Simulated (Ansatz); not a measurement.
# LiAlAu and its elements: a formation energy from the elements

Computed with Ansatz's Python interface.

The script reads `lialau_lialau.cif`:
```cif
data_LiAlAu
_cell_length_a 4.367832
_cell_length_b 4.367832
_cell_length_c 5.539757
_cell_angle_alpha 90.00000
_cell_angle_beta 90.00000
_cell_angle_gamma 120.00000
_symmetry_space_group_name_H-M 'P 1'
_symmetry_Int_Tables_number 1
loop_
_symmetry_equiv_pos_as_xyz
'x, y, z'
loop_
_atom_site_label
_atom_site_type_symbol
_atom_site_fract_x
_atom_site_fract_y
_atom_site_fract_z
Li1 Li    0.333333    0.666667    0.750000
Li2 Li    0.666667    0.333333    0.250000
Al3 Al    0.333333    0.666667    0.250000
Al4 Al    0.666667    0.333333    0.750000
Au5 Au    0.000000    0.000000    0.000000
Au6 Au    0.000000    0.000000    0.500000
```

Contents of `lialau_li.cif`:
```cif
data_Li
_cell_length_a 3.039143
_cell_length_b 3.039143
_cell_length_c 3.039143
_cell_angle_alpha 109.47122
_cell_angle_beta 109.47122
_cell_angle_gamma 109.47122
_symmetry_space_group_name_H-M 'P 1'
_symmetry_Int_Tables_number 1
loop_
_symmetry_equiv_pos_as_xyz
'x, y, z'
loop_
_atom_site_label
_atom_site_type_symbol
_atom_site_fract_x
_atom_site_fract_y
_atom_site_fract_z
Li1 Li    0.000000    0.000000    0.000000
```

The script reads `lialau_al.cif`:
```cif
data_Al
_cell_length_a 2.863507
_cell_length_b 2.863507
_cell_length_c 2.863507
_cell_angle_alpha 60.00000
_cell_angle_beta 60.00000
_cell_angle_gamma 60.00000
_symmetry_space_group_name_H-M 'P 1'
_symmetry_Int_Tables_number 1
loop_
_symmetry_equiv_pos_as_xyz
'x, y, z'
loop_
_atom_site_label
_atom_site_type_symbol
_atom_site_fract_x
_atom_site_fract_y
_atom_site_fract_z
Al1 Al    0.000000    0.000000    0.000000
```

Input file `lialau_au.vasp`:
```text
Au
1.0
   0.00000000    2.03500000    2.03500000
   2.03500000    0.00000000    2.03500000
   2.03500000    2.03500000    0.00000000
Au
1
Direct
   0.00000000    0.00000000    0.00000000
```

`formation_lialau.py`
```python
"""Heat of formation of LiAlAu at zero temperature, after relaxing atoms and volume at fixed cell shape."""

from collections import Counter
import warnings

import ansatz as az
from ase.io import read
import numpy as np
import pandas as pd


def run_phase(name, crystal):
    calc = (
        crystal.calculation()
        .functional("pbesol")
        .basis(500)
        .kpoints(spacing=0.16)
        .occupations("fermi_dirac", width=0.1)
        .stress()  # GPa
    )
    calc = calc.relax(force_tolerance=0.03, max_steps=60, fix_cell=["shape"])
    return calc.run(threads=1)


def counts(outcome):
    return Counter(site.symbol for site in outcome.lattice.sites)

def formation_energy(outcome, mu):
    n = counts(outcome)
    return (outcome.report["energy_sigma0_ev"] - sum(k * mu[element] for element, k in n.items())) / sum(n.values())


def volume_per_atom(outcome):
    return abs(np.linalg.det(outcome.lattice.cell_ang)) / len(outcome.lattice.sites)

warnings.simplefilter("ignore")

phases = {}
atoms = read("lialau_lialau.cif")
lialau = az.Crystal.from_ase(atoms)
phases["LiAlAu"] = lialau
atoms = read("lialau_li.cif")
li = az.Crystal.from_ase(atoms)
phases["Li"] = li
atoms = read("lialau_al.cif")
al = az.Crystal.from_ase(atoms)
phases["Al"] = al
atoms = read("lialau_au.vasp", format="vasp")
au = az.Crystal.from_ase(atoms)
phases["Au"] = au

done = {}
for name, crystal in phases.items():
    done[name] = run_phase(name, crystal)
    print(f"{name}: {done[name].report['energy_sigma0_ev']:.4f} eV, {len(done[name].lattice.sites)} atoms")

# energy of one atom in its reference phase
references = {"Li": "Li", "Al": "Al", "Au": "Au"}
mu = {element: done[name].report["energy_sigma0_ev"] / len(done[name].lattice.sites) for element, name in references.items()}

target = done["LiAlAu"]
heat = formation_energy(target, mu)
rows = [(name, len(o.lattice.sites), volume_per_atom(o), formation_energy(o, mu)) for name, o in done.items()]
print(pd.DataFrame(rows, columns=["phase", "atoms", "V (A^3/atom)", "E_form (eV/atom)"]).round(4).to_string(index=False))
```

```console
$ python formation_lialau.py
LiAlAu: -27471.5072 eV, 6 atoms
Li: -202.9983 eV, 1 atoms
Al: -524.5513 eV, 1 atoms
Au: -13007.1003 eV, 1 atoms
 phase  atoms  V (A^3/atom)  E_form (eV/atom)
LiAlAu      6       14.4649           -0.3679
    Li      1       20.1980            0.0000
    Al      1       16.1853            0.0000
    Au      1       17.0088            0.0000
```

Total energies depend on the potentials; only differences at equal settings carry meaning. Atoms and volume are relaxed with the cell's shape held, which in cells of lower than cubic symmetry can hide stresses and shift volumes. Spin-orbit coupling, which matters for elements this heavy, is left out. The cells come from databases of deposited and of computed structures, and not all need be stable phases. The compound is the structure given, not necessarily its lowest; energies are at zero temperature, with no correction for gases. A semilocal functional's error on such energies is often 0.05 to 0.1 eV an atom, and 0.1 to 0.3 eV against gases such as O2 or F2. The whole script took 92 s on 1 thread of Arm Neoverse V1, with other jobs on the host, peak memory 0.67 GiB.
